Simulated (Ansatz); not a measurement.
# La2Al7Cu (P4mm): the equilibrium volume, part 2 of 2

Aim: the volume at which the pressure of La2Al7Cu (P4mm) vanishes.

Ansatz 0.2.0; DFT PBEsol, scalar-relativistic, plane waves, PAW.

## (3) Full relaxation

File input.yaml:

```yaml
crystal:
  lattice:
    - [4.33669149, 0.0, 0.0]
    - [0.0, 4.33669149, 0.0]
    - [0.0, 0.0, 10.91582756]
  atoms:
    - { symbol: Al, position: [0.0, 0.5, 0.23708932] }
    - { symbol: Al, position: [0.5, 0.0, 0.75455254] }
    - { symbol: Al, position: [0.5, 0.0, 0.23708932] }
    - { symbol: Al, position: [0.0, 0.5, 0.75455254] }
    - { symbol: Al, position: [0.0, 0.0, 0.61515095] }
    - { symbol: Al, position: [0.0, 0.0, 0.38071431] }
    - { symbol: Al, position: [0.5, 0.5, 0.90191964] }
    - { symbol: Cu, position: [0.5, 0.5, 0.12435242] }
    - { symbol: La, position: [0.0, 0.0, 0.99919772] }
    - { symbol: La, position: [0.5, 0.5, 0.49537925] }
basis:
  ecutwfc: 420
kpoints:
  mp_grid: { grid: [8, 8, 4] }
hamiltonian:
  xc: pbesol
scf:
  occupations: { method: gaussian, width: 0.05 }
output:
  forces: true
  stress: true
  eigenvalues: true
relax:
  adjacent_minimum: "off"
  f_tol: 0.005
  max_steps: 80
  cell: { stress_tol: 0.05 }
```

The run is started by

```console
> ansatz run input.yaml --threads 8 --pin off --max-ram 14336MiB --backend cpu --events-out ev --progress --plain --runs-dir out
```

Standard output:

```text
Warning: RAYON_NUM_THREADS=8 ignored (pool sized by the plan → 8); use --threads N
Engine: ansatz 0.2.0, aarch64-unknown-linux-gnu
Pseudopotentials: kind: paw
Pseudopotential: Al, paw, valence charge 3, recommended cutoff 420 eV (normal), Al.paw.azcp
Pseudopotential: Cu, paw, valence charge 19, recommended cutoff 420 eV (normal), Cu.paw.azcp
Pseudopotential: La, paw, valence charge 11, recommended cutoff 420 eV (normal), La.paw.azcp
Functional definition: PBEsol
  exchange = pbesol_x
  correlation = pbesol_c
Crystal: 10 atoms, lattice volume = 205.293 Å³
Basis set: ecut = 420 eV, 3981 PW (Γ), exchange–correlation on 60×60×150 points (8 copies of the dense FFT grid, shifted against one another)
Bands: 41, of which v1, the nominal top of the filled ones, is band 31 counted from 1 (30 counted from 0)
Symmetry: 8 space group operations
Space group: P4mm (ITA 99), of the structure as read, at distance tolerance 5.9e-5 Å
k-points: 45 of 256 (time reversal used)
Non-local potential: Al, projectors of the file, l = 0: 2, l = 1: 2, l = 2: 1
Non-local potential: Cu, projectors of the file, l = 0: 3, l = 1: 2, l = 2: 3, l = 3: 1
Non-local potential: La, projectors of the file, l = 0: 3, l = 1: 2, l = 2: 2, l = 3: 3
PAW form: soft (Blöchl's): semilocal exchange-correlation on the pseudo side does not see the compensation charge
PAW frozen core: Al, regenerated for the run's functional, and the local potential with it (the file was generated under x = pbe(κ = 0.804, μ = 0.2195149727645171), c = pbe(β = 0.06672455060314922))
PAW frozen core: Cu, regenerated for the run's functional, and the local potential with it (the file was generated under x = pbe(κ = 0.804, μ = 0.2195149727645171), c = pbe(β = 0.06672455060314922))
PAW frozen core: La, regenerated for the run's functional, and the local potential with it (the file was generated under x = pbe(κ = 0.804, μ = 0.2195149727645171), c = pbe(β = 0.06672455060314922))
PAW one-centre angular grid: Al, 110 points (default); XC on 64 Gauss nodes
PAW one-centre angular grid: Cu, 590 points (default); XC on 64 Gauss nodes
PAW one-centre angular grid: La, 590 points (default); XC on 64 Gauss nodes
Initial density: superposition of atomic densities (neutral atoms: chi_scale 0, normalization atom), corrected by the library's trained network
Initial wavefunctions: pseudopotential atomic-orbital guess
Functional: x = pbesol(κ = 0.804, μ = 0.12345679012345678), c = pbesol(β = 0.046)
SCF iter   1: F=—  HF=-22587.242820 eV  |F-HF|=—  |Δ(HF+E_count)|=         —  Δρ=4.39e-3  dr2=7.70e-2  ethr=1.77e-3  ⟨swp⟩=8.0  Hψ=9294  notcnv=0
preconditioner: auto → Kerker (q_TF=auto, 2.235 Å⁻¹)  [metal: Δε(μ)=0.001 eV  Ē_g=7.952 eV  σ=0.050 eV  W_gap=0.01  n_scr=38 (ndim 8)  ℏωp=18.3 eV  f_vac=0.000  D(μ)=3.08/eV (n_scr^D=16)]
SCF iter   2: F=—  HF=-22587.238584 eV  |F-HF|=—  |Δ(HF+E_count)|=   4.24e-3  Δρ=4.67e-3  dr2=5.51e-2  ethr=1.24e-4  ⟨swp⟩=3.1  Hψ=3567  notcnv=0  defer=211
SCF iter   3: F=—  HF=-22587.232950 eV  |F-HF|=—  |Δ(HF+E_count)|=   5.63e-3  Δρ=2.33e-3  dr2=1.56e-2  ethr=8.88e-5  ⟨swp⟩=2.0  Hψ=2699  notcnv=0  defer=211
SCF iter   4: F=—  HF=-22587.230157 eV  |F-HF|=—  |Δ(HF+E_count)|=   2.79e-3  Δρ=6.07e-4  dr2=3.38e-3  ethr=2.52e-5  ⟨swp⟩=2.2  Hψ=2606  notcnv=0  defer=210
SCF iter   5: F=—  HF=-22587.229601 eV  |F-HF|=—  |Δ(HF+E_count)|=   5.56e-4  Δρ=1.91e-4  dr2=1.58e-4  ethr=5.45e-6  ⟨swp⟩=2.0  Hψ=2186  notcnv=0  defer=210
SCF iter   6: F=—  HF=-22587.229583 eV  |F-HF|=—  |Δ(HF+E_count)|=   1.75e-5  Δρ=4.10e-5  dr2=1.04e-5  ethr=2.54e-7  ⟨swp⟩=2.4  Hψ=2487  notcnv=0  defer=210
SCF iter   7: F=—  HF=-22587.229508 eV  |F-HF|=—  |Δ(HF+E_count)|=   7.49e-5  Δρ=9.47e-6  dr2=2.17e-7  ethr=1.68e-8  ⟨swp⟩=2.0  Hψ=2503  notcnv=0  defer=210
SCF iter   8: F=—  HF=-22587.229508 eV  |F-HF|=—  |Δ(HF+E_count)|=   8.23e-9  Δρ=1.15e-5  dr2=2.09e-7  ethr=1.61e-10  ⟨swp⟩=14.7  Hψ=10165  notcnv=0
SCF iter   9: F=-22587.229508 eV  HF=-22587.229508 eV  |F-HF|=3.64e-10  |Δ(HF+E_count)|=   3.05e-8  Δρ=7.67e-7  dr2=1.28e-9  ethr=1.61e-10  ⟨swp⟩=3.2  Hψ=6801  notcnv=0
SCF 1 converged in 9 iterations: F = -22587.229508 eV  dr2 = 1.28e-9
relax step   1: F+E_penalty+E_count = -22587.22950842 eV  Δ(F+E_penalty+E_count) = +0.000e0 eV  max|allowed force component| = 1.710e-1 eV/Å  Δτ_max = 0.0000 Å  P = -2.267 GPa  Ω = 205.293 Å³  (9 SCF iters, dr2 threshold 1.00e-7 eV, accepted)
Crystal: 10 atoms, lattice volume = 197.432 Å³
Basis set: ecut = 420 eV, 3821 PW (Γ), exchange–correlation on 60×60×150 points (8 copies of the dense FFT grid, shifted against one another)
Initial density: handed on by an earlier stage of this run
Initial wavefunctions: those handed on with the density
iter 1 solved again at ethr=5.97e-4 eV; its pass at ethr=3.10e-3 eV (dr2=3.70e-1 eV) is discarded
SCF iter   1: F=—  HF=-22587.321960 eV  |F-HF|=—  |Δ(HF+E_count)|=         —  Δρ=1.15e-2  dr2=3.80e-1  ethr=5.97e-4  ⟨swp⟩=1.3  Hψ=11320  notcnv=0
preconditioner: auto → Kerker (q_TF=auto, 2.249 Å⁻¹)  [metal: Δε(μ)=0.046 eV  Ē_g=8.040 eV  σ=0.050 eV  W_gap=0.46  n_scr=38 (ndim 8)  ℏωp=18.7 eV  f_vac=0.000  D(μ)=2.95/eV (n_scr^D=16)]
SCF iter   2: F=—  HF=-22587.331506 eV  |F-HF|=—  |Δ(HF+E_count)|=   9.55e-3  Δρ=1.41e-2  dr2=2.24e-1  ethr=5.97e-4  ⟨swp⟩=3.3  Hψ=4091  notcnv=0  defer=13
preconditioner: auto → Resta (q_TF=auto, 2.249 Å⁻¹)  ε∞=6.2  [insulator: Δε(μ)=0.078 eV  Ē_g=8.185 eV  σ=0.050 eV  W_gap=0.66  n_scr=38 (ndim 8)  ℏωp=18.7 eV  f_vac=0.000  D(μ)=2.71/eV (n_scr^D=8)  ε∞_Penn≈6.2]
SCF iter   3: F=—  HF=-22587.282576 eV  |F-HF|=—  |Δ(HF+E_count)|=   4.89e-2  Δρ=3.44e-3  dr2=1.46e-2  ethr=3.61e-4  ⟨swp⟩=2.4  Hψ=3030  notcnv=0  defer=139
SCF iter   4: F=—  HF=-22587.278137 eV  |F-HF|=—  |Δ(HF+E_count)|=   4.44e-3  Δρ=7.43e-4  dr2=1.81e-3  ethr=2.36e-5  ⟨swp⟩=2.1  Hψ=2672  notcnv=0  defer=162
SCF iter   5: F=—  HF=-22587.278064 eV  |F-HF|=—  |Δ(HF+E_count)|=   7.35e-5  Δρ=7.40e-4  dr2=9.90e-4  ethr=2.92e-6  ⟨swp⟩=2.0  Hψ=2325  notcnv=0  defer=162
SCF iter   6: F=—  HF=-22587.278084 eV  |F-HF|=—  |Δ(HF+E_count)|=   1.96e-5  Δρ=4.37e-4  dr2=4.15e-4  ethr=1.60e-6  ⟨swp⟩=1.3  Hψ=1831  notcnv=0  defer=189
SCF iter   7: F=—  HF=-22587.278034 eV  |F-HF|=—  |Δ(HF+E_count)|=   4.98e-5  Δρ=2.11e-5  dr2=1.38e-6  ethr=6.70e-7  ⟨swp⟩=2.0  Hψ=2028  notcnv=0  defer=192
SCF iter   8: F=—  HF=-22587.278036 eV  |F-HF|=—  |Δ(HF+E_count)|=   1.74e-6  Δρ=2.86e-5  dr2=1.59e-6  ethr=1.61e-9  ⟨swp⟩=13.6  Hψ=10730  notcnv=0
SCF iter   9: F=-22587.278035 eV  HF=-22587.278035 eV  |F-HF|=1.39e-8  |Δ(HF+E_count)|=   1.06e-7  Δρ=1.78e-6  dr2=1.91e-8  ethr=1.61e-9  ⟨swp⟩=4.9  Hψ=7202  notcnv=0
SCF 2 converged in 9 iterations: F = -22587.278035 eV  dr2 = 1.91e-8
relax step   2: F+E_penalty+E_count = -22587.27803541 eV  Δ(F+E_penalty+E_count) = -4.853e-2 eV  max|allowed force component| = 1.070e-1 eV/Å  Δτ_max = 0.0174 Å  P = +0.666 GPa  Ω = 197.432 Å³  energy of the carried Pulay correction = +1.739e-3 eV  (9 SCF iters, dr2 threshold 1.00e-6 eV, accepted)
Crystal: 10 atoms, lattice volume = 199.171 Å³
Basis set: ecut = 420 eV, 3885 PW (Γ), exchange–correlation on 60×60×150 points (8 copies of the dense FFT grid, shifted against one another)
iter 1 solved again at ethr=3.80e-5 eV; its pass at ethr=3.10e-3 eV (dr2=2.36e-2 eV) is discarded
SCF iter   1: F=—  HF=-22587.285032 eV  |F-HF|=—  |Δ(HF+E_count)|=         —  Δρ=2.26e-3  dr2=2.33e-2  ethr=3.80e-5  ⟨swp⟩=1.2  Hψ=9375  notcnv=0
preconditioner: auto → Kerker (q_TF=auto, 2.246 Å⁻¹)  [metal: Δε(μ)=0.013 eV  Ē_g=8.124 eV  σ=0.050 eV  W_gap=0.15  n_scr=38 (ndim 8)  ℏωp=18.6 eV  f_vac=0.000  D(μ)=2.57/eV (n_scr^D=8)]
SCF iter   2: F=—  HF=-22587.284579 eV  |F-HF|=—  |Δ(HF+E_count)|=   4.53e-4  Δρ=2.75e-3  dr2=9.60e-3  ethr=3.76e-5  ⟨swp⟩=2.5  Hψ=2893  notcnv=0
SCF iter   3: F=—  HF=-22587.282846 eV  |F-HF|=—  |Δ(HF+E_count)|=   1.73e-3  Δρ=4.72e-4  dr2=3.48e-3  ethr=1.55e-5  ⟨swp⟩=2.0  Hψ=2281  notcnv=0
SCF iter   4: F=—  HF=-22587.282401 eV  |F-HF|=—  |Δ(HF+E_count)|=   4.45e-4  Δρ=3.52e-4  dr2=3.49e-4  ethr=5.61e-6  ⟨swp⟩=1.1  Hψ=2128  notcnv=0  defer=3
SCF iter   5: F=—  HF=-22587.282387 eV  |F-HF|=—  |Δ(HF+E_count)|=   1.43e-5  Δρ=7.32e-5  dr2=1.41e-5  ethr=5.64e-7  ⟨swp⟩=2.0  Hψ=2372  notcnv=0  defer=3
SCF iter   6: F=—  HF=-22587.282387 eV  |F-HF|=—  |Δ(HF+E_count)|=   1.87e-7  Δρ=3.45e-5  dr2=2.07e-6  ethr=2.27e-8  ⟨swp⟩=2.0  Hψ=2276  notcnv=0  defer=3
SCF iter   7: F=-22587.282387 eV  HF=-22587.282387 eV  |F-HF|=2.42e-8  |Δ(HF+E_count)|=   1.07e-7  Δρ=2.52e-6  dr2=3.20e-8  ethr=1.61e-9  ⟨swp⟩=11.4  Hψ=9372  notcnv=0
the search or the solves at the SCF's close seem to have found levels that the self-consistency loop had missed (the run counts 1). By its estimate they hold under 1e-12 electrons; where the run keeps them, the occupations were computed again with them
SCF 3 converged in 7 iterations: F = -22587.282387 eV  dr2 = 3.20e-8
relax step   3: F+E_penalty+E_count = -22587.28238658 eV  Δ(F+E_penalty+E_count) = -4.351e-3 eV  max|allowed force component| = 5.202e-2 eV/Å  Δτ_max = 0.0071 Å  P = -0.036 GPa  Ω = 199.171 Å³  energy of the carried Pulay correction = +1.348e-3 eV  (7 SCF iters, dr2 threshold 1.00e-6 eV, accepted)
Crystal: 10 atoms, lattice volume = 199.102 Å³
iter 1 solved again at ethr=5.51e-7 eV; its pass at ethr=3.10e-3 eV (dr2=3.42e-4 eV) is discarded
SCF iter   1: F=—  HF=-22587.282664 eV  |F-HF|=—  |Δ(HF+E_count)|=         —  Δρ=2.52e-4  dr2=3.77e-4  ethr=5.51e-7  ⟨swp⟩=2.0  Hψ=8972  notcnv=0
preconditioner: auto → Kerker (q_TF=auto, 2.246 Å⁻¹)  [metal: Δε(μ)=0.043 eV  Ē_g=8.106 eV  σ=0.050 eV  W_gap=0.43  n_scr=38 (ndim 8)  ℏωp=18.6 eV  f_vac=0.000  D(μ)=2.70/eV (n_scr^D=8)]
SCF iter   2: F=—  HF=-22587.282641 eV  |F-HF|=—  |Δ(HF+E_count)|=   2.29e-5  Δρ=2.22e-4  dr2=1.75e-4  ethr=5.51e-7  ⟨swp⟩=2.0  Hψ=2194  notcnv=0
SCF iter   3: F=—  HF=-22587.282629 eV  |F-HF|=—  |Δ(HF+E_count)|=   1.16e-5  Δρ=2.12e-4  dr2=1.21e-4  ethr=2.82e-7  ⟨swp⟩=2.0  Hψ=2284  notcnv=0
SCF iter   4: F=—  HF=-22587.282605 eV  |F-HF|=—  |Δ(HF+E_count)|=   2.48e-5  Δρ=3.19e-5  dr2=3.36e-6  ethr=1.96e-7  ⟨swp⟩=2.0  Hψ=2458  notcnv=0
SCF iter   5: F=—  HF=-22587.282604 eV  |F-HF|=—  |Δ(HF+E_count)|=   4.95e-7  Δρ=9.12e-6  dr2=8.80e-7  ethr=5.43e-9  ⟨swp⟩=2.0  Hψ=2874  notcnv=0
SCF iter   6: F=-22587.282604 eV  HF=-22587.282604 eV  |F-HF|=9.31e-9  |Δ(HF+E_count)|=   1.13e-7  Δρ=2.29e-6  dr2=1.77e-8  ethr=2.73e-10  ⟨swp⟩=6.3  Hψ=9028  notcnv=0
SCF 4 converged in 6 iterations: F = -22587.282604 eV  dr2 = 1.77e-8
relax step   4: F+E_penalty+E_count = -22587.28260401 eV  Δ(F+E_penalty+E_count) = -2.174e-4 eV  max|allowed force component| = 6.160e-3 eV/Å  Δτ_max = 0.0064 Å  P = -0.010 GPa  Ω = 199.102 Å³  energy of the carried Pulay correction = +1.364e-3 eV  (6 SCF iters, dr2 threshold 1.69e-7 eV, accepted)
Crystal: 10 atoms, lattice volume = 199.083 Å³
iter 1 solved again at ethr=2.03e-8 eV; its pass at ethr=3.10e-3 eV (dr2=1.26e-5 eV) is discarded
SCF iter   1: F=—  HF=-22587.282613 eV  |F-HF|=—  |Δ(HF+E_count)|=         —  Δρ=5.38e-5  dr2=1.47e-5  ethr=2.03e-8  ⟨swp⟩=2.5  Hψ=10289  notcnv=0
preconditioner: auto → Kerker (q_TF=auto, 2.246 Å⁻¹)  [metal: Δε(μ)=0.038 eV  Ē_g=8.108 eV  σ=0.050 eV  W_gap=0.38  n_scr=38 (ndim 8)  ℏωp=18.6 eV  f_vac=0.000  D(μ)=2.68/eV (n_scr^D=8)]
SCF iter   2: F=—  HF=-22587.282686 eV  |F-HF|=—  |Δ(HF+E_count)|=   7.30e-5  Δρ=4.29e-5  dr2=7.58e-6  ethr=2.03e-8  ⟨swp⟩=2.1  Hψ=2264  notcnv=0
SCF iter   3: F=—  HF=-22587.282682 eV  |F-HF|=—  |Δ(HF+E_count)|=   3.77e-6  Δρ=5.53e-5  dr2=5.45e-6  ethr=1.22e-8  ⟨swp⟩=2.0  Hψ=3124  notcnv=0
SCF iter   4: F=—  HF=-22587.282616 eV  |F-HF|=—  |Δ(HF+E_count)|=   6.62e-5  Δρ=6.27e-6  dr2=2.70e-7  ethr=8.79e-9  ⟨swp⟩=2.1  Hψ=2425  notcnv=0
SCF iter   5: F=—  HF=-22587.282616 eV  |F-HF|=—  |Δ(HF+E_count)|=   2.19e-8  Δρ=3.08e-6  dr2=2.24e-8  ethr=4.35e-10  ⟨swp⟩=2.3  Hψ=2421  notcnv=0
SCF iter   6: F=-22587.282616 eV  HF=-22587.282616 eV  |F-HF|=6.08e-10  |Δ(HF+E_count)|=   2.76e-9  Δρ=5.78e-7  dr2=1.24e-9  ethr=3.82e-12  ⟨swp⟩=4.0  Hψ=7443  notcnv=0
SCF 5 converged in 6 iterations: F = -22587.282616 eV  dr2 = 1.24e-9
relax step   5: F+E_penalty+E_count = -22587.28261601 eV  Δ(F+E_penalty+E_count) = -1.199e-5 eV  max|allowed force component| = 1.808e-3 eV/Å  Δτ_max = 0.0007 Å  P = +0.000 GPa  Ω = 199.083 Å³  energy of the carried Pulay correction = +1.368e-3 eV  (6 SCF iters, dr2 threshold 2.37e-9 eV, accepted)
Initial wavefunctions: pseudopotential atomic-orbital guess (no wavefunctions were taken with the density)
iter 1 solved again at ethr=2.97e-6 eV; its pass at ethr=3.10e-3 eV (dr2=1.84e-3 eV) is discarded
SCF iter   1: F=—  HF=-22587.281477 eV  |F-HF|=—  |Δ(HF+E_count)|=         —  Δρ=2.32e-5  dr2=1.48e-7  ethr=2.97e-6  ⟨swp⟩=2.9  Hψ=12843  notcnv=0
eigensolver tolerance schedule: the retry pair's looser diagonalisation over-reported the residual by 12463.98 of it (diagonalisation noise at an unbounded share of the residual, at the tolerance the schedule requests for it); recorded, not acted on — ethr = c·dr2/N_el stays at c = 1.0e-1
SCF iter   2: F=—  HF=-22587.281475 eV  |F-HF|=—  |Δ(HF+E_count)|=   1.87e-6  Δρ=1.55e-5  dr2=2.48e-7  ethr=2.39e-10  ⟨swp⟩=3.4  Hψ=4627  notcnv=0
SCF iter   3: F=—  HF=-22587.281475 eV  |F-HF|=—  |Δ(HF+E_count)|=   7.36e-8  Δρ=1.37e-5  dr2=1.68e-7  ethr=2.39e-10  ⟨swp⟩=2.0  Hψ=3235  notcnv=0
SCF iter   4: F=—  HF=-22587.281475 eV  |F-HF|=—  |Δ(HF+E_count)|=   2.94e-8  Δρ=1.65e-6  dr2=3.51e-9  ethr=2.39e-10  ⟨swp⟩=2.0  Hψ=3046  notcnv=0
SCF iter   5: F=—  HF=-22587.281475 eV  |F-HF|=—  |Δ(HF+E_count)|=  2.51e-10  Δρ=8.41e-7  dr2=5.91e-10  ethr=5.67e-12  ⟨swp⟩=2.0  Hψ=2237  notcnv=0
SCF iter   6: F=-22587.281475 eV  HF=-22587.281475 eV  |F-HF|=1.09e-10  |Δ(HF+E_count)|=  2.47e-10  Δρ=2.80e-7  dr2=9.43e-11  ethr=1.00e-12  ⟨swp⟩=7.2  Hψ=9419  notcnv=0
SCF 6 converged in 6 iterations: F = -22587.281475 eV  dr2 = 9.43e-11
relax step   6: F+E_penalty+E_count = -22587.28147535 eV  Δ(F+E_penalty+E_count) = +1.141e-3 eV  max|allowed force component| = 1.724e-3 eV/Å  Δτ_max = 0.0000 Å  P = -0.008 GPa  Ω = 199.083 Å³  stress off target by 1.35e-2 GPa  SCF on the basis re-selected at this cell (its energy is not comparable with the rows above)  (6 SCF iters)
basis re-selected at this cell: Δ(F+E_penalty+E_count) = +1.141e-3 eV, ΔP = -0.009 GPa vs the last step (what re-selecting the basis moved, of the pressure what is left beyond the Pulay correction that the steps carried, after the strain that the cell walked since its last selection, with what the two solves' SCF thresholds leave and, on support functions, any second-order correction that the steps lacked; it is no measure of the basis error at this ecutwfc). This SCF's stress stands 1.35e-2 GPa from its target on what of the cell is left free (relax.cell.stress_tol is 5.00e-2 GPa) and its largest allowed force component is 1.72e-3 eV/Å (relax.f_tol is 5.00e-3 eV/Å): within both
SCF converged after 6 iterations
Free energy (F): -22587.281475 eV
Harris-Foulkes:  -22587.281475 eV  (|F-HF|=1.09e-10)
Internal energy: -22587.278127 eV  (E = F + TS)
E sigma→0 (E₀):  -22587.279801 eV
Entropy (-TS):   -0.003349 eV (-0.335 meV/atom)
Fermi energy:    9.558189 eV
--- Per-component energies (eV) ---
  E_band       = -525.817422
  E_kinetic    = 844.588930
  E_local      = -8382.177981  (includes V_loc(G=0)·N_el)
  E_nonlocal   = 654.883419
  E_hartree    = 3785.080478
  E_xc         = -642.072026
  E_vxc        = -614.654584  (∫ρ·V_xc dr)
  E_paw        = -15464.083157  (= ΣΔE_a)
  E_vpaw       = -598.617463  (= ΣTr[D̂ρ^β])
  E_aug_tail   = 0.000236  (compensation charges beyond the density's cutoff)
  E_ewald      = -3384.177220
  E_core_change = 0.679194  (= ΣΔE_core)
  E_smearing   = -0.003349  (= −TS)
  E_closure    = 0.000000  (closes the sum)
  Σ components = -22587.281475   (vs F -22587.281475, Δ=0.00e0)
--- Forces (eV/Å), atoms counted from 1 ---
  atom   1  Al     0.00000000    -0.00000000    -0.00084425
  atom   2  Al     0.00000000    -0.00000000    -0.00107764
  atom   3  Al    -0.00000000     0.00000000    -0.00084425
  atom   4  Al    -0.00000000     0.00000000    -0.00107764
  atom   5  Al    -0.00000000     0.00000000     0.00170867
  atom   6  Al     0.00000000    -0.00000000    -0.00114482
  atom   7  Al     0.00000000    -0.00000000     0.00019314
  atom   8  Cu     0.00000000     0.00000000     0.00172417
  atom   9  La     0.00000000    -0.00000000     0.00139548
  atom  10  La     0.00000000     0.00000000    -0.00003355
  max |Σ_I F_I| component: 6.91e-7 eV/Å
--- Stress (GPa, compression-positive) ---
       -0.013464       0.000000       0.000000
        0.000000      -0.013464      -0.000000
        0.000000      -0.000000       0.001471
  P = ⅓ Tr σ = -0.0085 GPa (-0.085 kbar)
--- Band table (eV; the first three rows and the last of 45) ---
  k-point 0: bands = ["-103.5782", "-61.1083", "-61.0731", "-61.0731", "-23.0964", "-22.9295", "-6.9547", "-6.8453", "-6.7430", "-6.7430", "-6.5719", "-6.5719", "0.0618", "0.9848", "2.5871", "4.8693", "5.2635", "5.4503", "5.6433", "5.6433", "5.9134", "5.9572", "7.2095", "7.2095", "7.4527", "7.9263", "7.9263", "8.2549", "8.8919", "9.1533", "9.6347", "9.8986", "9.8986", "10.4312", "10.4312", "10.5809", "10.9187", "10.9197", "11.2641", "11.2641", "11.4709"]
  k-point 1: bands = ["-103.5782", "-61.1083", "-61.0731", "-61.0731", "-23.0964", "-22.9295", "-6.9513", "-6.8489", "-6.7430", "-6.7430", "-6.5719", "-6.5719", "0.1421", "0.8076", "2.8598", "4.3220", "5.2644", "5.5505", "5.6446", "5.6446", "5.9572", "6.4553", "7.2166", "7.2166", "7.4503", "7.9012", "7.9012", "8.1951", "8.5142", "9.3470", "9.4752", "9.9197", "9.9197", "10.4122", "10.4610", "10.4610", "10.6514", "11.2187", "11.2999", "11.2999", "11.4719"]
  k-point 2: bands = ["-103.5782", "-61.1083", "-61.0731", "-61.0731", "-23.0964", "-22.9295", "-6.9477", "-6.8528", "-6.7430", "-6.7430", "-6.5720", "-6.5720", "0.2782", "0.5916", "3.2943", "3.7644", "5.2654", "5.5671", "5.6459", "5.6459", "5.9572", "7.2241", "7.2241", "7.2315", "7.4477", "7.7442", "7.8761", "7.8761", "8.1466", "9.6059", "9.6353", "9.9390", "9.9390", "10.0579", "10.3298", "10.4919", "10.4919", "11.3597", "11.3597", "11.4729", "11.4835"]
  k-point 44: bands = ["-103.5782", "-61.1083", "-61.0732", "-61.0732", "-23.0661", "-22.8991", "-6.9987", "-6.9987", "-6.8478", "-6.8338", "-6.8338", "-6.7465", "2.8015", "3.2433", "3.9482", "3.9826", "3.9826", "4.0718", "4.0718", "4.7235", "5.7619", "5.9227", "5.9687", "6.1691", "6.1691", "6.6042", "7.1294", "7.3162", "7.3162", "7.8993", "7.8993", "9.2440", "9.6702", "11.0705", "11.0705", "11.3766", "11.3766", "11.5712", "11.5712", "11.6115", "11.6411"]
--- Relaxed structure (5 steps of the walk, 5 accepted, 1 SCFs on fresh bases) ---
  F+E_penalty+E_count = -22587.28147535 eV   max|allowed force component| = 1.724e-3 eV/Å   (the final SCF, on the basis selected at the relaxed cell)
  cell:  # Å, volume = 199.0830 Å³
    - [4.275195266546345, -2.8316382385144102e-34, -1.2388417293500544e-33]
    - [-8.49491471554323e-34, 4.275195266546345, 0.0]
    - [-3.118271779973305e-33, 0.0, 10.892367946163748]
  atoms:
    - { symbol: Al, position: [1.2185026989117173e-34, 0.5, 0.2362752824476945] }
    - { symbol: Al, position: [0.5, 3.6484364913304715e-68, 0.7552086736647284] }
    - { symbol: Al, position: [0.5, 1.141453206963933e-68, 0.2362752824476945] }
    - { symbol: Al, position: [-2.2482623829578498e-35, 0.5, 0.7552086736647284] }
    - { symbol: Al, position: [-1.5571298726411707e-34, -8.236092143148846e-84, 0.6137204843320452] }
    - { symbol: Al, position: [1.218502698911717e-34, -4.118046071574423e-84, 0.38138647323864794] }
    - { symbol: Al, position: [0.5, 0.5, 0.903917735725915] }
    - { symbol: Cu, position: [0.5, 0.5, 0.12297584493534681] }
    - { symbol: La, position: [-8.909780554684774e-35, -8.236092143148846e-84, 0.99867681892485] }
    - { symbol: La, position: [0.5, 0.5, 0.49635274061834833] }
```

Run time: 37 s. Hardware: 8 threads of Arm Neoverse V1, shared host; peak memory 0.9 GiB.

The steps of the relaxation:

```
step  energy from step 1 (meV/atom)  largest force component (eV/Å)  pressure (GPa)  volume (Å³/atom)
   1                            0.0                           0.171           -2.27            20.529
   2                           -4.9                           0.107            0.67            19.743
   3                           -5.3                           0.052           -0.04            19.917
   4                           -5.3                           0.006           -0.01            19.910
   5                           -5.3                           0.002            0.00            19.908
   6                           -5.2                           0.002           -0.01            19.908
```

Step 1 is the start. Step 6 repeats the geometry before it on a plane-wave basis chosen anew for the final cell, which shifts the energy by +0.1 meV/atom. The run keeps the 8 symmetry operations that it found, so it can't reach a distortion that breaks them.

Read off: volume 19.908 Å³/atom, pressure -0.01 GPa, no gap.

## (4) The cell, before and after

How the cell compares, before and after:

| cell as typed | before | after | change |
| --- | --- | --- | --- |
| a (Å) | 4.337 | 4.275 | -1.4 % |
| b (Å) | 4.337 | 4.275 | -1.4 % |
| c (Å) | 10.916 | 10.892 | -0.2 % |
| volume (Å³/atom) | 20.529 | 19.908 | -3.0 % |
| shortest distance (Å) | 2.428 | 2.386 | -1.7 % |
| space group | P4mm | P4mm | same |

## (5) Results

The summary covers parts 1 to 2. Changes of volume or cell count from the first structure of part 1.

```
         quantity                                                                       value
           volume                                                              19.908 Å³/atom
         pressure                                                                   -0.01 GPa
conventional cell  a = 4.275 Å, b = 4.275 Å, c = 10.892 Å, α = 90.00°, β = 90.00°, γ = 90.00°
  gap on the mesh                                                                none (metal)
```

In words: From the first run shown, the volume went from 20.53 to 19.91 Å³/atom (-3.0 %) in 2 runs, where the pressure is zero within 0.01 GPa.
